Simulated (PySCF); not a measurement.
# TlH₄⁻: structure of the singlet

Where does singlet TlH₄⁻ go from a PBE0 minimum start, is the end point a minimum, and what are its modes, charges and moments?

Computed with PySCF 2.14.0. Level: PBE0, basis Tl def2-TZVPD with ECP60, H def2-TZVPD, scalar-relativistic core potentials, no spin–orbit coupling, density fitting.

## Step 1: The starting structure

5 atoms, charge -1, spin multiplicity 1.

Bond lengths: Tl1–H2 1.796 Å, Tl1–H3 1.796 Å, Tl1–H4 1.796 Å, Tl1–H5 1.796 Å. Angles: H2–Tl1–H3 109.5°, H2–Tl1–H4 109.5°, H2–Tl1–H5 109.5°, H3–Tl1–H4 109.5°, H3–Tl1–H5 109.5°, H4–Tl1–H5 109.5°.

```xyz
5
charge -1 multiplicity 1
Tl    0.0000    0.0000    0.0000
H    -1.0367   -1.0367    1.0367
H    -1.0367    1.0367   -1.0367
H     1.0367    1.0367    1.0367
H     1.0367   -1.0367   -1.0367
```

## Step 2: First SCF at the start

One driver script runs all steps and calls PySCF; scf.py shows how it sets up the SCF of each step. The optimiser is the driver's own. After this first run the driver tries any further starts and a stability analysis.

Input file scf.py:

```python
from pyscf import gto, scf, dft
mol = gto.M(atom='''
Tl    -0.000000    -0.000000    -0.000000
H     -1.036720    -1.036720     1.036720
H     -1.036720     1.036720    -1.036720
H      1.036720     1.036720     1.036720
H      1.036720    -1.036720    -1.036720''',
    basis={'Tl': 'def2-TZVPD', 'H': 'def2-TZVPD'},
    ecp={'Tl': 'def2-TZVPD'},
    charge=-1, spin=0)
mf = dft.RKS(mol, xc='PBE0')
mf.grids.atom_grid = (50, 194)
aux = {'Tl': 'def2-universal-JKFIT', 'H': 'def2-universal-JKFIT'}
mf = mf.density_fit(auxbasis=aux)
mf.conv_tol = 1e-08
mf.diis_space = 10
mf.max_cycle = 60
mf.init_guess = 'minao'
mf.verbose = 4
mf.kernel()
```

Run with:

```sh
> OMP_NUM_THREADS=2 python axn.py task.json out
```

What it wrote:

```text
init E= -144.211657672451
  HOMO = -0.650501649829001  LUMO = -0.362993343872939  gap/eV = 7.82350
cycle= 1 E= -174.049146156789  delta_E= -29.8  |g|= 1.79  |ddm|= 9.67
  HOMO = 0.16531555309526  LUMO = 0.168458767501615  gap/eV = 0.08553
cycle= 2 E= -169.7460589141  delta_E=  4.3  |g|= 5.25  |ddm|= 6.81
  HOMO = -0.0730305142500239  LUMO = 0.131291425033056  gap/eV = 5.55988
cycle= 3 E= -174.839036121641  delta_E= -5.09  |g|= 0.352  |ddm|= 4.78
  HOMO = -0.0595626547406895  LUMO = 0.138377346802934  gap/eV = 5.38622
cycle= 4 E= -174.861972722213  delta_E= -0.0229  |g|= 0.0547  |ddm|= 0.392
  HOMO = -0.0816071253278058  LUMO = 0.131701507033243  gap/eV = 5.80442
cycle= 5 E= -174.863100414919  delta_E= -0.00113  |g|= 0.00325  |ddm|= 0.0933
  HOMO = -0.0800585713933084  LUMO = 0.132165834221029  gap/eV = 5.77492
cycle= 6 E= -174.863104987093  delta_E= -4.57e-06  |g|= 0.00042  |ddm|= 0.00807
  HOMO = -0.0799625542942742  LUMO = 0.132213366940922  gap/eV = 5.77360
cycle= 7 E= -174.86310503191  delta_E= -4.48e-08  |g|= 1.16e-05  |ddm|= 0.000955
  HOMO = -0.0799624858423136  LUMO = 0.132214633526117  gap/eV = 5.77363
cycle= 8 E= -174.863105032001  delta_E= -9.1e-11  |g|= 2.18e-06  |ddm|= 9.75e-05
  HOMO = -0.079962462838096  LUMO = 0.132214696557167  gap/eV = 5.77363
Extra cycle  E= -174.863105032001  delta_E= -2.84e-13  |g|= 1.93e-06  |ddm|= 1.01e-05
converged SCF energy = -174.863105032001
```

This step, with its further starts and checks, ran for 4.5 s (2 threads of Arm Neoverse N1, shared host).

No lower closed-shell solution turned up in the test of internal stability.

## Step 3: PBE0 minimum start, singlet: relaxation

The program finds Td symmetry in the start, which this walk keeps.

scf.py, as its differences from that of step 2:

```diff
@@ -3 +3 @@
-Tl    -0.000000    -0.000000    -0.000000
+Tl     0.000000     0.000000     0.000000
@@ -18 +17,0 @@
-mf.init_guess = 'minao'
```

The optimiser's trace:

```tsv
step	energy (Eh)	change (kJ/mol)	largest symmetric gradient (Eh/bohr)
0	-174.863105	0.00	0.00002
```

The walk took 2.1 s.

After 0 steps and 0.0 kJ/mol it ends at Td: Tl–H 1.796 Å (×4); H–Tl–H 109.5° (×6).

## Step 4: Vibrations and properties at this point

On the finer grid the gradient is checked again; gradients at displacements of ±0.02 bohr then give force constants and infrared intensities.

scf.py, as its differences from that of step 3:

```diff
@@ -12 +12 @@
-mf.grids.atom_grid = (50, 194)
+mf.grids.atom_grid = (75, 302)
@@ -15 +15 @@
-mf.conv_tol = 1e-08
+mf.conv_tol = 1e-10
```

This SCF starts from the last density.

Log of the central SCF (cycles and frontier levels):

```text
init E= -174.863100901915
  HOMO = -0.0799631305868067  LUMO = 0.132215317057815  gap/eV = 5.77367
cycle= 1 E= -174.863100901915  delta_E= 1.71e-13  |g|= 2.86e-06  |ddm|= 7.07e-06
  HOMO = -0.079963471619117  LUMO = 0.132215219520707  gap/eV = 5.77368
Extra cycle  E= -174.863100901917  delta_E= -1.99e-12  |g|= 3.14e-06  |ddm|= 7.49e-06
converged SCF energy = -174.863100901917
```

The whole step took 24 s.

Geometry: Td; Tl–H 1.796 Å (×4); H–Tl–H 109.5° (×6).

Modes, for the most abundant isotopes:

| symmetry | ω (cm⁻¹) | IR (km/mol) |
| --- | --- | --- |
| t2 | 543 | 1118 |
| e | 607 | 0.0 |
| t2 | 1560 | 2410 |
| a1 | 1613 | 0.0 |

Every mode is real; the point is a minimum.

Properties at this point:

```
Dipole moment about the centre of mass                          : 0.00 D
Highest occupied level                                          : -2.18 eV
Lowest empty level                                              : 3.60 eV
Rotational constants                                            : 1.945, 1.945, 1.945 cm⁻¹
Zero-point energy                                               : 54.6 kJ/mol
Principal polarisabilities                                      : 79.8, 79.8, 79.8 bohr³
Principal traceless quadrupole moments about the centre of mass : 0.00, 0.00, 0.00 D Å
Entropy at 298.15 K and 1 bar                                   : 241.1 J/(mol K)
Heat capacity Cp at 298.15 K                                    : 57.2 J/(mol K)
Enthalpy at 298.15 K above 0 K                                  : 12.30 kJ/mol
Rotational symmetry number                                      : 12
```

Populations by atom (charges in e):

```tsv
atom	Mulliken	Löwdin	polar tensor	Mayer order to Tl1
Tl1	-0.15	-0.10	0.96	–
H2,3,4,5	-0.21	-0.22	-0.49	0.91
```

Mulliken populations on Tl1 (outside its core potential): s 3.23, p 7.90, d 9.99, f 0.02.

## Step 5: What came out

```
                            quantity                                    value
                             minimum                              singlet, Td
                            geometry    Tl–H 1.796 Å (×4); H–Tl–H 109.5° (×6)
                  wavenumbers (cm⁻¹)  543 (t2), 607 (e), 1560 (t2), 1613 (a1)
      dipole moment (centre of mass)                                   0.00 D
highest occupied, lowest empty level                           -2.18, 3.60 eV
          polar-tensor charge of Tl1                                  +0.96 e
                   zero-point energy                              54.6 kJ/mol
                 entropy at 298.15 K                          241.1 J/(mol K)
```

What this shows: The PBE0 minimum start keeps its Td symmetry and ends in a minimum. In the infrared the band at 1560 cm⁻¹ (t2, stretch) leads. Only this shape and spin were tried, so other structures or states may lie lower. With an element this heavy the missing spin–orbit coupling can shift these numbers.

The search up to here took 31 s.
